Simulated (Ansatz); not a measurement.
**H8InNSi2: a ladder of functionals and wavefunction methods**

One table from this session's results is given with a row withheld; the runs are named, their logs left out.

Method: functionals in def2-TZVPP, the program's frozen cores in correlated methods; program: Ansatz 0.2.0, Gaussian basis.

Levels to be run: LDA (SPW92), PBE-D4, revPBE-D4, BLYP-D4, r2SCAN-D4, B97M-V, PBE0-D4, B3LYP-D4, r2SCANh-D4, r2SCAN0-D4, HSE06-D4, BHLYP-D4, CAM-B3LYP-D4, LC-ωPBE, ωB97X-V, ωB97M-V, B2PLYP, PBE-QIDH; CCSD(T)/def2-SVP; CCSD(T)/def2-TZVPP; MP2/def2-QZVPP; extrapolation to the limit; RPA on PBE.

## Structure used throughout

An earlier PBE0-D4 in a triple-zeta def2 set relaxation fixed the geometry. In takes the def2 core potential; no spin-orbit term is included.

12 atoms, charge 0, spin multiplicity 1.

Atoms are counted from 1 here; the program's logs count them from 0.

Bond lengths: Si1–N2 1.727 Å, Si1–H5 1.488 Å, Si1–H6 1.491 Å, Si1–H7 1.491 Å, N2–Si3 1.727 Å, N2–In4 2.062 Å, Si3–H8 1.491 Å, Si3–H9 1.491 Å, Si3–H10 1.488 Å, In4–H11 1.708 Å, In4–H12 1.708 Å. Angles: N2–Si1–H5 109.4°, N2–Si1–H6 111.6°, N2–Si1–H7 111.7°, H5–Si1–H6 108.5°, H5–Si1–H7 108.4°, H6–Si1–H7 107.1°, Si1–N2–Si3 119.7°, Si1–N2–In4 120.2°, Si3–N2–In4 120.2°, N2–Si3–H8 111.6°, N2–Si3–H9 111.7°, N2–Si3–H10 109.3°, H8–Si3–H9 107.1°, H8–Si3–H10 108.5°, H9–Si3–H10 108.5°, N2–In4–H11 113.4°, N2–In4–H12 113.4°, H11–In4–H12 133.3°.

Geometry (Å):

```xyz
12
H8InNSi2
Si   -0.2994    1.3626   -0.9499
N    -0.0234   -0.0719   -0.0288
Si    0.7451    0.0365    1.5139
In   -0.6069   -1.9064   -0.7688
H    -0.9891    1.0080   -2.2200
H    -1.1479    2.3380   -0.2066
H     0.9773    2.0571   -1.2842
H    -0.0272    0.9003    2.4527
H     2.1144    0.6179    1.4083
H     0.8554   -1.3241    2.1066
H    -1.3558   -1.8122   -2.3007
H    -0.2425   -3.2059    0.2775
```

Set-up of the first run:

Contents of in.yaml:

```yaml
crystal:
  periodic: [false, false, false]
  atoms:
    - {symbol: Si, position_ang: [-0.299397, 1.362635, -0.949854]}
    - {symbol: N, position_ang: [-0.023441, -0.071855, -0.028765]}
    - {symbol: Si, position_ang: [0.745113, 0.036531, 1.513926]}
    - {symbol: In, position_ang: [-0.606899, -1.906447, -0.768840]}
    - {symbol: H, position_ang: [-0.989097, 1.008021, -2.220036]}
    - {symbol: H, position_ang: [-1.147917, 2.338043, -0.206620]}
    - {symbol: H, position_ang: [0.977345, 2.057106, -1.284181]}
    - {symbol: H, position_ang: [-0.027226, 0.900321, 2.452661]}
    - {symbol: H, position_ang: [2.114408, 0.617923, 1.408311]}
    - {symbol: H, position_ang: [0.855350, -1.324130, 2.106599]}
    - {symbol: H, position_ang: [-1.355796, -1.812218, -2.300668]}
    - {symbol: H, position_ang: [-0.242453, -3.205910, 0.277476]}
basis:
  gaussian: {orbitals: def2-TZVPP}
hamiltonian: {xc: lda}
output: {orbitals: {seedname: orbitals}}
```

Started as:

```console
> ansatz run in.yaml --threads 4 --pin off --events-out ev --progress --plain --max-ram 10444MiB
```

Among the steps run: LDA; PBE-D4 (GGA); revPBE-D4 (GGA); BLYP-D4 (GGA); r2SCAN-D4 (meta-GGA); B97M-V (meta-GGA); PBE0-D4 (hybrid); B3LYP-D4 (hybrid); r2SCANh-D4 (hybrid); r2SCAN0-D4 (hybrid); HSE06-D4 (hybrid); BHLYP-D4 (hybrid); CAM-B3LYP-D4 (range-separated); LC-ωPBE (range-separated); ωB97X-V (range-separated); ωB97M-V (range-separated); B2PLYP (double hybrid); PBE-QIDH (double hybrid).

One table of the session follows, with a row left open; its other results are not shown here.

It belongs to the step «Orbital energies across the functionals». 

```
  functional  HOMO (eV)  LUMO (eV)  gap (eV)
 LDA (SPW92)      -6.36      -2.68      3.68
      PBE-D4      -6.24      -2.44      3.80
   revPBE-D4      -6.19      -2.33      3.86
     BLYP-D4      -6.12      -2.40      3.72
   r2SCAN-D4      -6.50      -2.17      4.33
      B97M-V      -6.66      -2.51      4.15
     PBE0-D4      -7.44      -1.72      5.72
    B3LYP-D4      -7.24      -2.00      5.24
  r2SCANh-D4      -6.95      -1.92      5.02
  r2SCAN0-D4      -7.63      -1.56      6.06
    HSE06-D4      -7.04      -2.08      4.96
    BHLYP-D4          ?          ?         ?
CAM-B3LYP-D4      -8.77      -0.94      7.83
     LC-ωPBE     -10.10       0.14     10.24
     ωB97X-V      -9.78       0.00      9.78
     ωB97M-V      -9.68      -0.31      9.38
```

**Question.** Estimate the row for BHLYP-D4.

Worked estimate for «HOMO (eV)». Against the share of exact exchange, BLYP-D4 (0, -6.12), B3LYP-D4 (0.2, -7.24) give a slope of -5.60 per unit share; at 0.5 the line stands at -8.92.

The run gave: HOMO (eV): -8.58; LUMO (eV): -1.10; gap (eV): 7.49. In «HOMO (eV)» the line misses by -0.34.
